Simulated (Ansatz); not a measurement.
Born–Oppenheimer molecular dynamics of a periodic cell of 32 atoms, Ba3Ti3ClO9 (surface BaTiO3(100), adsorbate Cl2, incident energy 0.1 eV, 0° from the normal). It starts from an unrelaxed structure (largest force component 5.02 eV/Å).

All numbers below come from Ansatz 0.2.0, DFT PBE-D3(BJ), scalar-relativistic, plane waves, PAW. Settings: PAW set soft_1, cutoff 420 eV, k mesh 2x1x1, fermi-dirac smearing 0.02 eV, no spin polarisation.

```json
{
 "ensemble": "NVE (velocity Verlet)",
 "time step": "1 fs",
 "steps asked": "190",
 "starting velocities": "zero, but for any typed in the input",
 "atoms held": "1, 4, 7, 8, 10",
 "seed": "443548"
}
```

Frames 20 fs apart, positions in Å, forces in eV/Å.

Velocities at 0 fs (Å/ps):

```
Ba 0.00 0.00 0.00
Ti 0.00 0.00 0.00
O 0.00 0.00 0.00
O 0.00 0.00 0.00
O 0.00 0.00 0.00
Ba 0.00 0.00 0.00
Ti 0.00 0.00 0.00
O 0.00 0.00 0.00
O 0.00 0.00 0.00
O 0.00 0.00 0.00
Ba 0.00 0.00 0.00
Ti 0.00 0.00 0.00
O 0.00 0.00 0.00
O 0.00 0.00 0.00
O 0.00 0.00 0.00
Ba 0.00 0.00 0.00
Ti 0.00 0.00 0.00
O 0.00 0.00 0.00
O 0.00 0.00 0.00
O 0.00 0.00 0.00
Ba 0.00 0.00 0.00
Ti 0.00 0.00 0.00
O 0.00 0.00 0.00
O 0.00 0.00 0.00
O 0.00 0.00 0.00
Ba 0.00 0.00 0.00
Ti 0.00 0.00 0.00
O 0.00 0.00 0.00
O 0.00 0.00 0.00
O 0.00 0.00 0.00
Cl 0.00 0.00 -5.22
Cl 0.00 0.00 -5.22
```

```xyz
32
Lattice="5.6540 0.0000 0.0000 0.0000 6.9538 0.0000 0.0000 0.0000 22.9641" Properties=species:S:1:pos:R:3:forces:R:3 time_fs=0 energy_less_start_eV=0.000 T=29
Ba 0.000 0.000 1.000 0.00 0.32 -0.01
Ti 2.827 1.075 2.632 0.00 -1.13 -0.73
O 4.218 0.099 3.435 0.37 -0.09 -0.56
O 2.827 0.099 1.026 0.00 0.12 0.91
O 1.436 0.099 3.435 -0.37 -0.09 -0.56
Ba 0.000 2.318 4.264 0.00 -0.25 1.00
Ti 0.000 3.393 1.000 0.00 -2.10 5.02
O 1.391 2.417 1.803 -1.22 1.42 -2.01
O 2.827 2.417 4.290 0.00 -0.02 -1.06
O 4.263 2.417 1.803 1.22 1.42 -2.01
Ba 2.827 4.636 2.632 0.00 0.27 0.79
Ti 5.654 5.711 4.264 0.00 0.88 2.90
O 1.391 4.735 5.068 -0.20 0.26 -1.01
O 5.654 4.735 2.658 0.00 -0.90 -3.27
O 4.263 4.735 5.068 0.20 0.26 -1.01
Ba 2.827 0.000 5.896 0.00 -0.03 0.87
Ti 5.654 1.075 7.529 0.00 0.34 3.57
O 1.391 0.099 8.332 0.52 0.31 -0.28
O 5.654 0.099 5.922 0.00 -0.69 -1.88
O 4.263 0.099 8.332 -0.52 0.31 -0.28
Ba 2.827 2.318 9.161 0.00 0.76 1.07
Ti 2.827 3.393 5.896 0.00 -0.29 2.00
O 4.218 2.417 6.700 -0.47 0.29 -0.78
O 5.654 2.417 9.187 0.00 -1.16 -1.78
O 1.436 2.417 6.700 0.47 0.29 -0.78
Ba 5.654 4.636 7.529 0.00 -0.14 1.74
Ti 2.827 5.711 9.161 0.00 -2.02 0.22
O 4.218 4.735 9.964 -1.86 1.03 -0.55
O 2.827 4.735 7.554 0.00 -0.40 -0.96
O 1.436 4.735 9.964 1.86 1.03 -0.55
Cl 0.028 6.333 14.702 -0.05 0.05 -0.01
Cl 1.808 5.422 14.752 0.06 -0.05 -0.03
32
Lattice="5.6540 0.0000 0.0000 0.0000 6.9538 0.0000 0.0000 0.0000 22.9641" Properties=species:S:1:pos:R:3:forces:R:3 time_fs=20 energy_less_start_eV=-3.268 T=963
Ba 0.000 0.000 1.000 0.00 0.61 0.25
Ti 2.827 1.035 2.612 0.00 -0.23 0.22
O 4.255 0.085 3.362 0.13 -0.27 -0.64
O 2.827 0.099 1.026 0.00 -0.18 -0.14
O 1.400 0.085 3.362 -0.13 -0.27 -0.64
Ba 0.000 2.314 4.277 0.00 -0.22 0.48
Ti 0.000 3.393 1.000 0.00 -2.53 4.80
O 1.391 2.417 1.803 -1.52 1.23 -2.51
O 2.827 2.420 4.183 0.00 -0.03 -0.12
O 4.263 2.417 1.803 1.52 1.23 -2.51
Ba 2.827 4.639 2.643 0.00 -0.08 0.75
Ti 5.654 5.755 4.368 0.00 1.86 0.59
O 1.379 4.750 4.955 0.60 -0.57 -0.35
O 5.654 4.646 2.294 0.00 0.41 -1.19
O 4.275 4.750 4.955 -0.60 -0.57 -0.35
Ba 2.827 0.000 5.907 0.00 0.07 0.24
Ti 5.654 1.093 7.669 0.00 0.63 1.34
O 1.442 0.129 8.290 0.50 -0.36 -0.23
O 5.654 0.021 5.731 0.00 -0.11 0.24
O 4.212 0.129 8.290 -0.50 -0.36 -0.23
Ba 2.827 2.328 9.175 0.00 0.26 0.69
Ti 2.827 3.387 5.961 0.00 0.52 -0.68
O 4.188 2.434 6.620 0.70 -0.54 -0.01
O 5.654 2.282 8.960 0.00 0.39 -0.23
O 1.466 2.434 6.620 -0.70 -0.54 -0.01
Ba 5.654 4.634 7.552 0.00 -0.13 1.15
Ti 2.827 5.657 9.153 0.00 2.14 -2.89
O 4.066 4.818 9.930 1.95 -1.10 1.09
O 2.827 4.684 7.440 0.00 -0.16 -0.16
O 1.588 4.818 9.930 -1.95 -1.10 1.09
Cl 0.026 6.335 14.597 0.04 0.00 -0.01
Cl 1.810 5.420 14.646 -0.03 0.00 -0.03
32
Lattice="5.6540 0.0000 0.0000 0.0000 6.9538 0.0000 0.0000 0.0000 22.9641" Properties=species:S:1:pos:R:3:forces:R:3 time_fs=40 energy_less_start_eV=-2.833 T=838
Ba 0.000 0.000 1.000 0.00 2.53 -1.24
Ti 2.827 0.981 2.592 0.00 0.64 -0.34
O 4.337 0.004 3.188 -0.11 -0.21 1.19
O 2.827 0.099 1.026 0.00 -0.05 -0.75
O 1.317 0.004 3.188 0.11 -0.21 1.19
Ba 0.000 2.306 4.303 0.00 0.08 -0.34
Ti 0.000 3.393 1.000 0.00 -4.77 2.16
O 1.391 2.417 1.803 -1.58 1.59 -2.20
O 2.827 2.394 4.061 0.00 -0.63 1.27
O 4.263 2.417 1.803 1.58 1.59 -2.20
Ba 2.827 4.639 2.672 0.00 -0.29 -0.55
Ti 5.654 5.859 4.452 0.00 -0.25 -1.97
O 1.444 4.684 4.768 -1.08 0.58 0.78
O 5.654 4.862 1.833 0.00 -0.89 1.43
O 4.210 4.684 4.768 1.08 0.58 0.78
Ba 2.827 0.003 5.924 0.00 0.51 -0.74
Ti 5.654 1.049 7.813 0.00 2.32 -0.22
O 1.563 0.119 8.208 -1.23 0.11 0.35
O 5.654 0.070 5.761 0.00 -0.44 1.18
O 4.091 0.119 8.208 1.23 0.11 0.36
Ba 2.827 2.350 9.212 0.00 0.63 0.94
Ti 2.827 3.390 5.969 0.00 -1.69 -2.41
O 4.264 2.366 6.536 -0.79 0.38 0.38
O 5.654 2.462 8.950 0.00 -2.15 -0.67
O 1.390 2.366 6.536 0.79 0.38 0.38
Ba 5.654 4.629 7.609 0.00 -0.49 0.90
Ti 2.827 5.656 9.021 0.00 -2.19 2.49
O 4.123 4.792 9.983 -1.01 0.88 -1.59
O 2.827 4.635 7.337 0.00 0.51 1.08
O 1.531 4.793 9.984 1.01 0.88 -1.59
Cl 0.026 6.338 14.490 0.07 -0.02 -0.01
Cl 1.810 5.417 14.537 -0.07 0.02 -0.04
32
Lattice="5.6540 0.0000 0.0000 0.0000 6.9538 0.0000 0.0000 0.0000 22.9641" Properties=species:S:1:pos:R:3:forces:R:3 time_fs=60 energy_less_start_eV=-2.648 T=786
Ba 0.000 0.000 1.000 0.00 2.68 -1.35
Ti 2.827 0.968 2.557 0.00 0.35 0.56
O 4.357 -0.090 3.228 -1.20 1.15 -0.09
O 2.827 0.099 1.026 0.00 -0.26 -0.68
O 1.297 -0.090 3.228 1.20 1.15 -0.09
Ba 0.000 2.299 4.323 0.00 0.13 0.38
Ti 0.000 3.393 1.000 0.00 -4.34 2.15
O 1.391 2.417 1.803 -1.15 1.17 -1.80
O 2.827 2.251 4.180 0.00 -0.16 -0.47
O 4.263 2.417 1.803 1.15 1.17 -1.80
Ba 2.827 4.632 2.692 0.00 -0.28 -0.23
Ti 5.654 5.934 4.389 0.00 -0.02 2.57
O 1.347 4.693 4.733 0.14 -0.01 0.25
O 5.654 4.881 1.805 0.00 -1.43 1.14
O 4.307 4.693 4.733 -0.14 -0.01 0.25
Ba 2.827 0.017 5.928 0.00 -0.16 0.30
Ti 5.654 1.065 7.851 0.00 2.09 0.29
O 1.493 0.115 8.222 0.16 0.13 0.78
O 5.654 0.100 6.040 0.00 -1.81 -3.45
O 4.161 0.115 8.222 -0.17 0.13 0.78
Ba 2.827 2.385 9.271 0.00 0.02 0.42
Ti 2.827 3.298 5.823 0.00 0.24 1.16
O 4.208 2.369 6.533 -0.09 0.31 0.22
O 5.654 2.516 9.084 0.00 -2.46 -1.40
O 1.446 2.369 6.533 0.09 0.31 0.22
Ba 5.654 4.614 7.689 0.00 -0.20 -0.01
Ti 2.827 5.580 8.996 0.00 2.61 -1.44
O 4.114 4.854 9.824 1.46 -0.94 1.27
O 2.827 4.636 7.378 0.00 -0.59 -1.16
O 1.540 4.855 9.825 -1.47 -0.94 1.27
Cl 0.031 6.339 14.382 -0.03 0.03 -0.02
Cl 1.806 5.414 14.424 0.04 -0.03 -0.03
32
Lattice="5.6540 0.0000 0.0000 0.0000 6.9538 0.0000 0.0000 0.0000 22.9641" Properties=species:S:1:pos:R:3:forces:R:3 time_fs=80 energy_less_start_eV=-2.342 T=699
Ba 0.000 0.000 1.000 0.00 0.63 0.11
Ti 2.827 0.985 2.556 0.00 0.73 -0.09
O 4.187 0.024 3.305 1.80 -0.35 0.22
O 2.827 0.099 1.026 0.00 -0.85 -1.54
O 1.467 0.024 3.305 -1.80 -0.35 0.22
Ba 0.000 2.298 4.350 0.00 0.76 -0.14
Ti 0.000 3.393 1.000 0.00 -2.41 4.41
O 1.391 2.417 1.803 -1.36 1.10 -2.11
O 2.827 2.088 4.235 0.00 1.72 0.20
O 4.263 2.417 1.803 1.36 1.10 -2.11
Ba 2.827 4.619 2.704 0.00 0.16 0.09
Ti 5.654 5.984 4.433 0.00 -4.95 -5.48
O 1.299 4.688 4.770 1.56 -0.70 0.10
O 5.654 4.690 2.191 0.00 -0.03 -1.56
O 4.355 4.688 4.770 -1.56 -0.70 0.10
Ba 2.827 0.027 5.935 0.00 -0.75 0.29
Ti 5.654 1.177 7.841 0.00 -1.90 -1.41
O 1.446 0.128 8.382 0.67 -0.13 -0.60
O 5.654 -0.157 5.808 0.00 3.89 5.39
O 4.208 0.128 8.383 -0.67 -0.13 -0.60
Ba 2.827 2.423 9.344 0.00 -0.19 0.27
Ti 2.827 3.237 5.733 0.00 1.57 1.95
O 4.179 2.404 6.616 0.90 -0.69 -0.02
O 5.654 2.224 9.110 0.00 1.97 1.91
O 1.475 2.404 6.616 -0.90 -0.69 -0.02
Ba 5.654 4.594 7.768 0.00 0.07 -0.89
Ti 2.827 5.613 8.934 0.00 -0.64 0.76
O 4.225 4.803 9.809 -1.85 0.27 -0.23
O 2.827 4.588 7.284 0.00 1.22 1.05
O 1.428 4.804 9.810 1.85 0.27 -0.23
Cl 0.034 6.343 14.272 -0.03 0.03 -0.02
Cl 1.804 5.409 14.307 0.03 -0.03 -0.04
32
Lattice="5.6540 0.0000 0.0000 0.0000 6.9538 0.0000 0.0000 0.0000 22.9641" Properties=species:S:1:pos:R:3:forces:R:3 time_fs=100 energy_less_start_eV=-1.926 T=580
Ba 0.000 0.000 1.000 0.00 0.32 0.12
Ti 2.827 1.046 2.559 0.00 -0.78 0.49
O 4.312 0.096 3.386 -0.44 -0.31 -0.49
O 2.827 0.099 1.026 0.00 -0.16 0.21
O 1.342 0.096 3.386 0.44 -0.31 -0.49
Ba 0.000 2.311 4.377 0.00 -0.27 0.34
Ti 0.000 3.393 1.000 0.00 -1.24 6.22
O 1.391 2.417 1.803 -1.27 1.16 -2.19
O 2.827 2.247 4.271 0.00 0.06 -0.61
O 4.263 2.417 1.803 1.27 1.16 -2.19
Ba 2.827 4.608 2.716 0.00 0.23 -0.32
Ti 5.654 5.799 4.328 0.00 0.36 2.60
O 1.500 4.579 4.824 -1.60 0.94 -0.02
O 5.654 4.759 2.441 0.00 -1.23 -2.84
O 4.154 4.579 4.824 1.60 0.94 -0.02
Ba 2.827 0.019 5.953 0.00 -0.09 0.35
Ti 5.654 1.181 7.784 0.00 -0.15 3.04
O 1.518 0.130 8.431 -0.81 0.33 -0.84
O 5.654 -0.017 6.009 0.00 -2.08 -2.69
O 4.136 0.130 8.432 0.81 0.33 -0.84
Ba 2.826 2.455 9.425 0.00 -0.52 0.61
Ti 2.827 3.296 5.798 0.00 0.19 2.55
O 4.309 2.322 6.696 -1.42 0.93 -0.63
O 5.654 2.223 9.347 0.00 -0.75 -2.35
O 1.345 2.322 6.696 1.42 0.93 -0.63
Ba 5.654 4.575 7.826 0.00 -0.07 -0.37
Ti 2.827 5.657 8.902 0.00 1.21 0.92
O 4.070 4.756 9.825 0.19 -0.12 0.50
O 2.827 4.722 7.319 0.00 -0.88 -0.87
O 1.583 4.757 9.825 -0.20 -0.12 0.50
Cl 0.035 6.350 14.159 0.08 -0.03 -0.02
Cl 1.805 5.401 14.186 -0.07 0.03 -0.04
32
Lattice="5.6540 0.0000 0.0000 0.0000 6.9538 0.0000 0.0000 0.0000 22.9641" Properties=species:S:1:pos:R:3:forces:R:3 time_fs=120 energy_less_start_eV=-2.629 T=780
Ba 0.000 0.000 1.000 0.00 0.94 0.59
Ti 2.827 1.060 2.591 0.00 -1.30 0.70
O 4.379 0.079 3.360 -1.82 0.15 -1.03
O 2.827 0.099 1.026 0.00 0.06 0.30
O 1.275 0.079 3.361 1.82 0.15 -1.03
Ba 0.000 2.317 4.410 0.00 -1.04 -0.26
Ti 0.000 3.393 1.000 0.00 -5.73 1.08
O 1.391 2.417 1.803 -1.06 0.98 -2.08
O 2.827 2.465 4.226 0.00 -0.97 0.15
O 4.263 2.417 1.803 1.06 0.98 -2.08
Ba 2.827 4.603 2.721 0.00 0.16 0.11
Ti 5.654 5.629 4.392 0.00 3.20 -0.02
O 1.415 4.644 4.869 0.70 -0.78 0.17
O 5.654 4.606 2.086 0.00 3.52 2.27
O 4.239 4.644 4.869 -0.70 -0.78 0.17
Ba 2.827 0.009 5.974 0.00 0.48 -1.49
Ti 5.654 1.162 7.899 0.00 -1.21 -3.24
O 1.473 0.155 8.313 0.51 -0.89 0.42
O 5.654 -0.229 5.762 0.00 0.79 1.60
O 4.181 0.155 8.313 -0.52 -0.89 0.42
Ba 2.826 2.472 9.521 0.00 -0.39 0.39
Ti 2.827 3.363 6.029 0.00 -0.19 -2.83
O 4.200 2.403 6.666 1.14 -0.43 1.01
O 5.654 2.157 9.204 0.00 2.35 2.46
O 1.454 2.402 6.666 -1.14 -0.43 1.01
Ba 5.654 4.556 7.870 0.00 0.35 -0.37
Ti 2.827 5.772 8.926 -0.01 -1.40 1.20
O 3.942 4.708 9.927 1.21 0.77 -0.67
O 2.827 4.752 7.294 0.00 0.78 1.77
O 1.710 4.710 9.927 -1.21 0.77 -0.67
Cl 0.042 6.354 14.044 -0.15 0.08 -0.02
Cl 1.800 5.395 14.060 0.15 -0.08 -0.05
```

Of the whole run (190 fs, mean temperature of the second half 719 K): The conserved energy stayed within 0.25 meV per atom of its start (net change -0.028 meV per atom), so the integration is sound. A run of 0.19 ps of so small a system gives no equilibrium averages. Limits of this set-up: coarse k mesh, slab without dipole correction, a typed lattice constant that wasn't relaxed here.

The run took 64 min on 2 threads of Arm Neoverse N1, with other jobs on the host, peak memory 2 GiB.
